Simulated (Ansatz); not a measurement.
**Ti: a tetragonal deformation path**

The task here is to estimate one member of a computed series from the others.

Program: Ansatz 0.2.0. Level of theory: DFT r2SCAN, scalar-relativistic, plane waves, PAW. These are calculated values, not measurements.

### The starting structure

The structure is cubic, space group Fm-3m (No. 225). Conventional cell: a = 4.060 Å, b = 4.060 Å, c = 4.060 Å, α = 90.00°, β = 90.00°, γ = 90.00°. Ti (site symmetry m-3m) has 12 Ti at 2.87 Å as nearest neighbours.

Structure file:

```
CELL_PARAMETERS angstrom
0.00000 2.03000 2.03000
2.03000 0.00000 2.03000
2.03000 2.03000 0.00000
ATOMIC_POSITIONS crystal
Ti 0.00000 0.00000 0.00000
```

The cell is taken as given, not relaxed at this level.

### Zero of energy

The reference gives a free energy of -2504.2989 eV, pressure 4.42 GPa, largest force 0.000 eV/Å and gap on the mesh none (metal). It was computed beforehand with the settings of the runs below.

Set-up of the first run:

At fixed volume and fractional coordinates, lengths along (0.000, 0.000, 1.000) are scaled against those across it; ρ is that ratio over its starting value.

Contents of input.yaml:

```yaml
crystal:
  lattice:
    - [0.0, 2.2787126677, 1.6110498561]
    - [2.2787126677, 0.0, 1.6110498561]
    - [2.2787126677, 2.2787126677, 0.0]
  atoms:
    - { symbol: Ti, position: [0.0, 0.0, 0.0] }
basis:
  ecutwfc: 500
kpoints:
  mp_grid: { grid: [22, 22, 22] }
hamiltonian:
  xc: r2scan
scf:
  occupations: { method: gaussian, width: 0.15 }
output:
  forces: true
  stress: true
  eigenvalues: true
```

Command:

```
ansatz run input.yaml --threads 1 --pin off --max-ram 2560MiB --backend cpu --events-out ev --progress --plain --runs-dir out
```

Steps of the session up to this table: ρ = 0.707; Point ρ = 1.414; Point ρ = 0.850; At ρ = 1.200; Point ρ = 0.780; ρ = 1.300; ρ = 0.920; Point ρ = 1.100; ρ = 0.650; At ρ = 1.500; ρ = 0.960; Point ρ = 1.050.

One of the session's tables, all rows but one given; the rest of the session is left out.

Collected from the runs (energy zero: the undisturbed cell):

| ρ | ΔE (meV/atom) | pressure (GPa) |
| --- | --- | --- |
| 0.650 | 48.5 | 3.4 |
| 0.707 | 58.0 | 3.3 |
| 0.780 | 47.6 | 3.6 |
| 0.850 | ? | ? |
| 0.920 | 7.8 | 4.3 |
| 0.960 | 1.9 | 4.4 |
| 1.000 | 0.0 | 4.4 |
| 1.050 | 2.6 | 4.4 |
| 1.100 | 9.5 | 4.2 |
| 1.200 | 35.3 | 3.3 |
| 1.300 | 82.2 | 2.3 |
| 1.414 | 167.2 | 1.3 |
| 1.500 | 255.1 | 1.4 |

Q: Estimate the row for ρ = 0.850 from the others.

Worked estimate for «ΔE (meV/atom)». A straight line through the neighbours (0.780, 47.6) and (0.920, 7.8) gives 47.6 + (7.8 − 47.6) × (0.850 − 0.780) / (0.920 − 0.780) = 27.7; a parabola fitted to 4 rows on both sides gives 29.6.

As computed: ΔE (meV/atom): 25.9; pressure (GPa): 4.1. In «ΔE (meV/atom)» the line misses by +1.8 and the parabola by +3.7.
